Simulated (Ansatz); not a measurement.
**HfCH₃+ (singlet): from Hartree-Fock to the top rungs, def2-SVP**

The task here is to estimate one member of a computed series from the others.

Computed with Ansatz 0.2.0, Gaussian basis. Level: def2-SVP, core rule «outside noble gas», up to 5 orbitals frozen.

To be run: UHF; CCSD(T) on RHF; CCSD(T) on UHF; CISD; CCSDT(Q) on RHF; CCSDT(Q) on UHF; CASSCF and MRCISD+Q, 8 electrons in 8 orbitals; CASSCF and NEVPT2, 8 electrons in 8 orbitals.

13 further runs of the same task are left out: 3 that didn't finish, 10 set aside as unsound or not needed. Runs told in other sessions of the task aren't counted.

### The system

The geometry is a PBE0/def2-TZVP stationary point (not a proven minimum) of the parent state, kept for this charge and spin. No spin-orbit coupling is included. Elements past krypton take def2 core potentials.

5 atoms, charge 1, spin multiplicity 1.

Atoms are counted from 1 here; the program's logs count them from 0.

Bond lengths: Hf1–C2 2.110 Å, C2–H3 1.099 Å, C2–H4 1.099 Å, C2–H5 1.099 Å. Angles: Hf1–C2–H3 109.5°, Hf1–C2–H4 110.3°, Hf1–C2–H5 110.3°, H3–C2–H4 108.9°, H3–C2–H5 108.9°, H4–C2–H5 108.8°.

Set-up of the first run:

File in.yaml:

```yaml
crystal:
  periodic: [false, false, false]
  atoms:
    - {symbol: Hf, position_ang: [0.000000, -0.000023, 0.169816]}
    - {symbol: C, position_ang: [0.000000, -0.000331, -1.940338]}
    - {symbol: H, position_ang: [-0.000008, 1.035246, -2.307293]}
    - {symbol: H, position_ang: [0.893482, -0.513585, -2.321593]}
    - {symbol: H, position_ang: [-0.893474, -0.513598, -2.321593]}
basis:
  gaussian: {orbitals: def2-SVP}
total_charge: 1
magnetization: {spin_polarized: true, initial_magnetization: 0}
hamiltonian: {xc: hf}
output: {orbitals: {seedname: orbitals}}
```

Run with:

```
> ansatz run in.yaml --threads 1 --pin off --events-out ev --progress --plain --max-ram 2393MiB
```

Among the steps run: UHF; CCSD(T) on RHF; CCSD(T) on UHF; CISD; CCSDT(Q) on RHF; CCSDT(Q) on UHF; CASSCF and MRCISD+Q, 8 electrons in 8 orbitals; CASSCF and NEVPT2, 8 electrons in 8 orbitals.

One table of the session follows, with a row left open; its other results are not shown here.

It belongs to the step «Misses and costs». 

```
           method  from RCCSDT(Q) (kcal/mol)
              RHF                    +150.09
              UHF                    +139.81
             RMP2                     +24.58
             UMP2                     +21.74
            RCCSD                      +6.18
            UCCSD                      +6.22
         RCCSD(T)                      +0.95
         UCCSD(T)                      +1.71
           RCCSDT                      +0.30
           UCCSDT                      +1.05
        RCCSDT(Q)                          0
        UCCSDT(Q)                          ?
  CASSCF frontier                     +95.69
  NEVPT2 frontier                     +27.35
  MRCISD frontier                      +9.87
MRCISD+Q frontier                      +1.89
```

**Question.** Estimate the row for UCCSDT(Q).

**Answer.** from RCCSDT(Q) (kcal/mol): +0.77. In the column «from RCCSDT(Q) (kcal/mol)» it lies between RCCSDT (+0.30) and RCCSD(T) (+0.95).

Not comparable, so not listed: CISD (they don't share determinant, frozen orbitals or solution with the rows shown, or repeat one).

To keep in mind: The determinant of HF (⟨S²⟩ 0.85) is far from a pure spin state, so its energy mixes those of several spin states; that is harmless only where they are near-degenerate. The determinant of CCSD(T) (⟨S²⟩ 0.85) is far from a pure spin state, so its energy mixes those of several spin states; high orders of coupled cluster remove much of that, low ones don't. The determinant of CCSDT(Q) (⟨S²⟩ 0.85) is far from a pure spin state, so its energy mixes those of several spin states; high orders of coupled cluster remove much of that, low ones don't. Warnings: restricted reference is unstable; spin contamination. Restricted and unrestricted rows rest on different reference determinants; a gap between their highest levels can come from leftover correlation error, from unlike frozen cores or from another state.
